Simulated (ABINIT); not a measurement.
Set up this calculation in ABINIT 10.8.3 (patched build), as the native input.

```yaml
Task: band structure
Functional: PBEsol
Potentials_or_basis: PseudoDojo NC SR PBEsol v0.4.1 standard
Cutoff: 1088 eV
k_mesh: 7 × 7 × 6
Occupations: fermi-dirac, width 0.05 eV
Spin: no spin polarisation
```

The system is Ga.

```
Ga
1.0
     2.26150   -3.83050    0.00000
     2.26150    3.83050    0.00000
     0.00000    0.00000    4.52400
Ga
4
Cartesian
  2.2615 1.1867 1.8956
  2.2615 2.6438 4.1576
  2.2615 -1.1867 2.6284
  2.2615 -2.6438 0.3664
```

These files were run (other wordings do the same):

run.abi

```
ndtset 2

pp_dirpath "./"
pseudos "Ga.upf"

acell 4.4482707314 4.4482707314 4.524 Angstrom
rprim
     0.5083998112    -0.8611211483     0.0000000000
     0.5083998112     0.8611211483     0.0000000000
     0.0000000000     0.0000000000     1.0000000000
ntypat 1
znucl 31
natom 4
typat 1 1 1 1
xred
     0.3451000000     0.6549000000     0.4190000000
     0.1549000000     0.8451000000     0.9190000000
     0.6549000000     0.3451000000     0.5810000000
     0.8451000000     0.1549000000     0.0810000000
chkprim 0
chksymtnons 0
tolsym 1.0e-6

ecut 40.0

ixc -116133

occopt 3
tsmear 0.05 eV

nstep 100

iomode 3
prtwf 0
prteig 0
prtebands 0
prtden1 1

kptopt1 1
ngkpt1 7 7 6
nshiftk1 1
shiftk1 0.0 0.0 0.0
nband1 32
tolvrs1 1.0e-10

iscf2 -2
getden2 1
nband2 38
nbdbuf2 4
tolwfr2 1.0e-11
kptopt2 -11
ndivsm2 5
prteig2 1
kptbounds2
     0.0000000000     0.0000000000     0.0000000000
     0.3371409438     0.3371409438     0.0000000000
     0.0000000000     0.5000000000     0.0000000000
     0.0000000000     0.5000000000     0.5000000000
     0.3371409438     0.3371409438     0.5000000000
     0.0000000000     0.0000000000     0.5000000000
     0.0000000000     0.0000000000     0.0000000000
    -0.5000000000     0.5000000000     0.0000000000
    -0.3371409438     0.6628590562     0.0000000000
    -0.3371409438     0.6628590562     0.5000000000
    -0.5000000000     0.5000000000     0.5000000000
    -0.5000000000     0.5000000000     0.0000000000
```

Potentials or basis: PseudoDojo NC SR PBEsol v0.4.1 standard.

Command:

```bash
$ mpirun --bind-to none -np 4 abinit run.abi > log 2>&1
```

Results of the run:

* Pressure: -1.5 GPa
* Largest force: 0.124 eV/Å
* Band gap on the k mesh: none (metal or under the smearing width)
* Valence electrons inside the program's atomic spheres: Ga 10.81 (radii [1.0584] Å)

Wall time 3.6 min on 4 MPI ranks on Arm Neoverse V2 (shared host), peak memory 0.64 GiB a rank.
